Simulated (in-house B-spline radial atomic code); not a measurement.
**In⁺: ionisation energy by several methods**

The task here is to estimate one member of a computed series from the others.

The numbers are computed with in-house B-spline radial atomic code version 1 (scalar-relativistic (X2C), several functionals, spin-polarised; spherical all-electron atom at the radial basis limit), except any that are marked as measured or tabulated.

**The system**

| Quantity | Value |
| --- | --- |
| element | indium (Z = 49) |
| charge | +1 |
| electrons | 48 |
| configuration | [Kr] 4d10 5s2 |
| nucleus | Fermi, rms radius 4.616 fm |

The outer shells:

[Kr] 4d10 5s2
```
[Kr] core
4d [↑↓][↑↓][↑↓][↑↓][↑↓]
5s [↑↓]
```

Where spins are not typed, each open shell is filled with up spins first.

Set-up of the first run:

Settings, as recorded:

```ini
Z = 49
electrons = 48.0
configuration = [Kr] 4d10 5s2
hamiltonian = x2c
method = lda,vwn
spin_polarised = True
nucleus = fermi
rms_radius = 4.6156
mass_number = 115
atomic_mass = 114.903878772
speed_of_light = 137.035999084
```

Among the steps run: LDA (VWN5); PBE; AM05; RPBE; B97-1.

One table of the session follows, with a row left open; its other results are not shown here.

```
    method  ΔSCF (eV)
LDA (VWN5)          ?
       PBE     18.971
      AM05     18.925
      RPBE     18.807
     B97-1     18.887
```

**Question.** Estimate the row for LDA (VWN5).

**Answer.** ΔSCF (eV): 19.401. In the column «ΔSCF (eV)» it is the highest.

Limits of these values: Mean absolute error by rung (exchange-only levels left out): LDA 0.53 eV, GGA 0.07 eV, global hybrid 0.02 eV. Relativistic terms that these runs lack can be as large as the gaps between close methods, so the nearest may be so by luck. Spin-orbit coupling is left out.
